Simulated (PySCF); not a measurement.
# CH3F3OSi: the cost of one run

Programs: PySCF 2.14.0, with density-fitted response routines of our own. Each step states its level of theory. These are calculated values for one molecule in the gas phase, unless marked as measured. Atoms count from 0, in the outputs and in this text.

### Step 1. Starting geometry

9 atoms, charge 0, multiplicity 1; geometry from: GFN2-xTB. The atoms were then displaced at random by about 0.01 Å, so the start is not that level's minimum.

Bonds of the start (Å): O0–Si1 1.58, Si1–C2 1.94, C2–F3 1.38, C2–F4 1.36, C2–F5 1.36, O0–H6 0.97, Si1–H7 1.46, Si1–H8 1.45.

### Step 2. Relaxing the molecule at PBE0-D3(BJ)/def2-SVP

The job: settings as JSON, then the geometry in Å.

```
{"job": {"xc": "PBE0", "basis": "def2-SVP", "d3": "d3bj", "grid": 1, "shake": 0.01, "kind": "geom"}, "charge": 0, "multiplicity": 1}
O     -1.618990     0.786010     0.297420
Si    -0.787420    -0.374840    -0.383400
C      1.054890    -0.136160     0.167710
F      1.548010     1.120300    -0.111940
F      1.941080    -0.979900    -0.427380
F      1.251200    -0.281440     1.502190
H     -1.362300     1.723860     0.368020
H     -0.705040    -0.286900    -1.840430
H     -1.263620    -1.588080     0.248560
```

Started as:

```bash
OMP_NUM_THREADS=1 python probes_run.py task.json out
```

One launch serves the whole session: the jobs run in the order shown.

**Question.** How long does this first job take on 1 thread of Arm Neoverse N1, shared host, and how much memory does it need?

About 68 s, with a peak of 0.43 GiB.
